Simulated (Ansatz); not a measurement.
A first try at an SCF with some post-processing of BaPbO3, space group Pm-3m, using the Ansatz DFT code, driven from Python.

`bapbo3.xyz`
```text
5
Lattice="4.362221 0.0 0.0 0.0 4.362221 0.0 0.0 0.0 4.362221" Properties=species:S:1:pos:R:3 pbc="T T T"
Ba    2.18111050    2.18111050    2.18111050
Pb    0.00000000    0.00000000    0.00000000
O     0.00000000    2.18111050    0.00000000
O     0.00000000    0.00000000    2.18111050
O     2.18111050    0.00000000    0.00000000
```

The script, `bapbo3.py`:
```python
# -*- coding: utf-8 -*-
from collections import Counter
from pathlib import Path

import ansatz as az
import matplotlib.pyplot as plt
import numpy as np
from pymatgen.analysis.ewald import EwaldSummation
from pymatgen.core import Structure

FUNCTIONAL = "pbesol"
KSPACING = 0.32


def main():
    xtal = az.Crystal.from_extxyz("bapbo3.xyz")

    calc = xtal.calculation()
    calc = calc.functional(FUNCTIONAL)
    calc = calc.scf(self_checks="low").occupations(az.OccupationsMethod.FIXED)
    calc = calc.basis(39 * az.Ry)
    calc = calc.kpoints(spacing=KSPACING)
    calc = calc.accuracy("medium").eigensolver("auto", full_accuracy=True)
    calc = calc.density()
    calc = calc.potential().electron_localization_function()
    calc = calc.output_files(volumetric_format="npy").density_of_states(energy_step=0.1, projected=True)
    calc = calc.bader_charges()
    calc = calc.band_table()
    planned = calc.session().plan(threads=1)
    facts = planned.describe()
    print("plan:", facts["n_bands"], "bands,", len(facts["kpoints_frac"]), "k-points, plane waves", facts["n_pw_range"], "grid", facts["fft_dense"])
    out = planned.execute()
    report = out.report

    print("%-22s %14.5f eV" % ("F = E - TS", report["free_energy_ev"]))
    print("%-22s %14.5f eV" % ("E", report["internal_energy_ev"]))
    print("%-22s %14.5f eV" % ("Harris-Foulkes", report["harris_foulkes_ev"]))
    print("%-22s %14.5f eV" % ("Fermi level", report["fermi_energy_ev"]))

    folder = Path(out.write_results("fields"))
    print("densities in e/A^3, potentials in eV, ELF without unit")
    for name in sorted(p.name for p in folder.glob("*.npy")):
        field = np.load(folder / name)
        print(f"{name:16s} {str(field.shape):16s} min {field.min():10.4f}  mean {field.mean():10.4f}  max {field.max():10.4f}")

    final = Structure(out.lattice.cell_ang, [s.symbol for s in out.lattice.sites], [s.position_frac for s in out.lattice.sites])
    for index, site in enumerate(final):
        near = final.get_neighbors(site, 4.5)
        edge = 1.15 * min(n.nn_distance for n in near)
        shell = Counter((round(n.nn_distance, 2), n.specie.symbol) for n in near if n.nn_distance < edge)
        print(f"{index:2d} {site.specie.symbol:2s}", ", ".join(f"{count} {symbol} at {d:.2f}" for (d, symbol), count in sorted(shell.items())))

    dos = out.density_of_states()
    energy = np.asarray(dos.energies_ev) - dos.fermi_ev
    projected = out.projected_density_of_states()
    step = energy[1] - energy[0]
    for index, site in enumerate(projected.sites):
        for shell in site.shells:
            curve = sum(np.sum(part.g_bin_mean_per_ev, axis=0) for part in shell.curves)
            print(f"site {index} {site.species:2s} {shell.label:3s} filled {curve[energy <= 0].sum() * step:7.3f}  at E_F {np.interp(0, energy, curve):7.3f} /eV")

    charges = [a.partial_charge_e for a in out.bader_charges().atoms]
    shift = sum(charges) / len(charges)
    ionic = final.copy()
    ionic.add_oxidation_state_by_site([q - shift for q in charges])
    print("Bader charges", [round(q, 3) for q in charges])
    print(f"point-charge energy {EwaldSummation(ionic).total_energy / len(ionic):.3f} eV/atom")

    eps, occ = np.array(report["eigenvalues_ev"]), np.array(report["occupations"])
    wk = np.tile(report["kweights"], len(eps) // len(report["kweights"]))
    print(f"sum of w f eps = {wk @ (eps * occ).sum(axis=1):.4f} eV, reported band energy {report['components']['e_band']:.4f} eV")

    field = sum(channel.density_e_per_ang3 for channel in out.density().channels[:2])
    fig, ax = plt.subplots(figsize=(4, 3.4))
    shown = ax.imshow(np.log10(np.clip(field[:, :, 0].T, 1e-3, None)), origin="lower", extent=(0, 1, 0, 1))
    fig.colorbar(shown, label="log10 density (e/A^3)")
    ax.set(xlabel="fraction of grid vector 1", ylabel="fraction of grid vector 2")
    fig.savefig("density_plane.png", dpi=100)
    print(f"plane through the origin: {field[:, :, 0].min():.4f} to {field[:, :, 0].max():.4f} e/A^3")


if __name__ == "__main__":
    main()
```

```console
$ python bapbo3.py
plan: 26 bands, 10 k-points, plane waves [2294, 2325] grid [36, 36, 36]
RunWarning: iter 1: σ=0 fill of 21 bands saw a band overlap (occupied 8.4463 eV > unoccupied 7.9809 eV) — on an unconverged iterate often a transient of an unconverged empty band; one that stands at [...]
RunWarning: a fill by count may have filled part of one level: at k-index 0 the highest filled band, 7.732005 eV, and the lowest empty band, 7.732005 eV, stand 2.665e-15 eV apart, within the solve's [...]
RunWarning: the bands overlap at the fill by count (21 filled at each k-point of a channel): the highest filled level, 8.187789 eV at k-index 9, stands 0.4558 eV over the lowest empty one, 7.732005 [...]
F = E - TS               -19301.06130 eV
E                        -19301.06130 eV
Harris-Foulkes           -19301.06130 eV
Fermi level                   8.18779 eV
densities in e/A^3, potentials in eV, ELF without unit
elf.npy          (36, 36, 36)     min     0.0000  mean     0.3155  max     0.8849
rho.npy          (36, 36, 36)     min     0.0241  mean     0.5060  max    10.7506
v_es.npy         (36, 36, 36)     min   -49.5238  mean     4.9306  max    14.1694
v_tot.npy        (36, 36, 36)     min   -75.1127  mean    -5.6702  max     7.7982
 0 Ba 12 O at 3.08
 1 Pb 6 O at 2.18
 2 O  2 Pb at 2.18
 3 O  2 Pb at 2.18
 4 O  2 Pb at 2.18
site 0 Ba 5S  filled   1.937  at E_F   0.000 /eV
site 0 Ba 6S  filled   0.293  at E_F   0.000 /eV
site 0 Ba 5P  filled   5.952  at E_F   0.004 /eV
site 1 Pb 6S  filled   1.150  at E_F   0.003 /eV
site 1 Pb 6P  filled   1.537  at E_F   0.003 /eV
site 1 Pb 5D  filled   9.979  at E_F   0.017 /eV
site 2 O  2S  filled   1.805  at E_F   0.000 /eV
site 2 O  2P  filled   5.006  at E_F   0.984 /eV
site 3 O  2S  filled   1.805  at E_F   0.000 /eV
site 3 O  2P  filled   5.006  at E_F   0.984 /eV
site 4 O  2S  filled   1.805  at E_F   0.000 /eV
site 4 O  2P  filled   5.006  at E_F   0.984 /eV
Bader charges [1.568, 1.961, -1.176, -1.176, -1.176]
point-charge energy -10.450 eV/atom
sum of w f eps = -49.2627 eV, reported band energy -49.2627 eV
plane through the origin: 0.0241 to 10.7506 e/A^3
```
(Warnings from the package without file and line, shortened.)

The script ran to its end, but the result can't be trusted. Why?

The fault: fixed occupations, though the bands overlap at this level of theory. The change:

```diff
--- before
+++ after
@@ -11,2 +11,4 @@
 FUNCTIONAL = "pbesol"
+SMEARING = "fermi_dirac"
+SMEARING_WIDTH = 0.1
 KSPACING = 0.32
@@ -19,3 +21,3 @@
     calc = calc.functional(FUNCTIONAL)
-    calc = calc.scf(self_checks="low").occupations(az.OccupationsMethod.FIXED)
+    calc = calc.scf(self_checks="low").occupations(SMEARING, width=SMEARING_WIDTH)
     calc = calc.basis(39 * az.Ry)
```

After the fix:

`python bapbo3.py` gives:
```text
plan: 26 bands, 10 k-points, plane waves [2294, 2325] grid [36, 36, 36]
F = E - TS               -19301.07988 eV
E                        -19301.05705 eV
Harris-Foulkes           -19301.07988 eV
Fermi level                   8.49550 eV
densities in e/A^3, potentials in eV, ELF without unit
elf.npy          (36, 36, 36)     min     0.0000  mean     0.3154  max     0.8850
rho.npy          (36, 36, 36)     min     0.0241  mean     0.5060  max    10.7462
v_es.npy         (36, 36, 36)     min   -49.5264  mean     4.9306  max    14.1627
v_tot.npy        (36, 36, 36)     min   -75.1180  mean    -5.6701  max     7.7915
 0 Ba 12 O at 3.08
 1 Pb 6 O at 2.18
 2 O  2 Pb at 2.18
 3 O  2 Pb at 2.18
 4 O  2 Pb at 2.18
site 0 Ba 5S  filled   1.936  at E_F   0.000 /eV
site 0 Ba 6S  filled   0.293  at E_F   0.000 /eV
site 0 Ba 5P  filled   5.952  at E_F   0.000 /eV
site 1 Pb 6S  filled   1.151  at E_F   0.014 /eV
site 1 Pb 6P  filled   1.536  at E_F   0.001 /eV
site 1 Pb 5D  filled   9.981  at E_F   0.000 /eV
site 2 O  2S  filled   1.805  at E_F   0.001 /eV
site 2 O  2P  filled   5.099  at E_F   0.016 /eV
site 3 O  2S  filled   1.805  at E_F   0.001 /eV
site 3 O  2P  filled   5.099  at E_F   0.016 /eV
site 4 O  2S  filled   1.805  at E_F   0.001 /eV
site 4 O  2P  filled   5.099  at E_F   0.016 /eV
Bader charges [1.568, 1.956, -1.175, -1.175, -1.175]
point-charge energy -10.418 eV/atom
sum of w f eps = -49.1131 eV, reported band energy -49.1131 eV
plane through the origin: 0.0241 to 10.7462 e/A^3
```

These settings explore the input space; cutoff and mesh may be short of convergence. For a metal this k-point mesh is coarse: on a finer one energies can move by several to tens of meV an atom and pressures by half a GPa or more, differences at one mesh by less. The zero of the levels is a convention of the potentials, so an absolute Fermi energy is no work function. Projections exist only for the shells that the potentials hold, some of them semicore, and samples at single energies can miss narrow peaks. The empty d shell of the heavier alkali and alkaline-earth atoms, which makes much of a conduction band, may have no channel. The fields are valence quantities on the plane-wave grid; their values near the nuclei depend on the potentials. The structure comes from a database of computed cells and needn't be a stable or known phase. Gaps and levels are Kohn-Sham values on a finite set of k-points, without spin-orbit coupling. The computed bands are complete only to about 6.6 eV above the Fermi level; beyond that the density of states is undercounted. It ran for 35 s on 1 thread of Arm Neoverse V1, with other jobs on the host, peak memory 0.48 GiB.

(A comment or docstring line of the script was reworded after the run, the code is as it ran; lines on the test bed's own set-up are left out of the output.)
